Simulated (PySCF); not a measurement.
# CH7NOSi3: the cost of one run

The runs use PySCF 2.14.0, with density-fitted response routines of our own; the level of theory stands in each step. All values are computed, except where a source is named. Atoms count from 0, in the outputs and in this text.

### Step 1. The molecule as given

13 atoms, charge 0, multiplicity 1; geometry from: GFN2-xTB. The atoms were then displaced at random by about 0.01 Å, so the start is not that level's minimum.

Bonds of the start (Å): N0–C1 1.12, C1–Si2 1.87, Si2–Si3 2.28, Si2–O4 1.64, O4–Si5 1.63, Si2–H6 1.47, Si3–H7 1.48, Si3–H8 1.49, Si3–H9 1.45, Si5–H10 1.45, Si5–H11 1.46, Si5–H12 1.46.

### Step 2. Relaxing the molecule at PBE0-D3(BJ)/def2-SVP

The job: settings as JSON, then the geometry in Å.

```
{"job": {"xc": "PBE0", "basis": "def2-SVP", "d3": "d3bj", "grid": 1, "shake": 0.01, "kind": "geom"}, "charge": 0, "multiplicity": 1}
N     -1.666120     2.775770     0.800380
C     -1.196230     1.966530     0.178790
Si    -0.445180     0.555760    -0.797870
Si    -1.655080    -1.357350    -0.566190
O      1.045800     0.319250    -0.161820
Si     2.280660     0.059610     0.862470
H     -0.140240     1.138110    -2.107650
H     -3.058690    -1.098370    -0.971480
H     -1.722280    -1.878790     0.826970
H     -1.188690    -2.443850    -1.408530
H      3.436510    -0.072830    -0.002080
H      2.371960     1.197090     1.776160
H      1.943400    -1.177810     1.560520
```

Command:

```sh
$ OMP_NUM_THREADS=1 python probes_run.py task.json out
```

The driver reads the jobs from task.json and runs them one after another.

**Question.** How long does this first job take on 1 thread of Arm Neoverse N1, shared host, and how much memory does it need?

About 2.2 min, with a peak of 0.51 GiB.
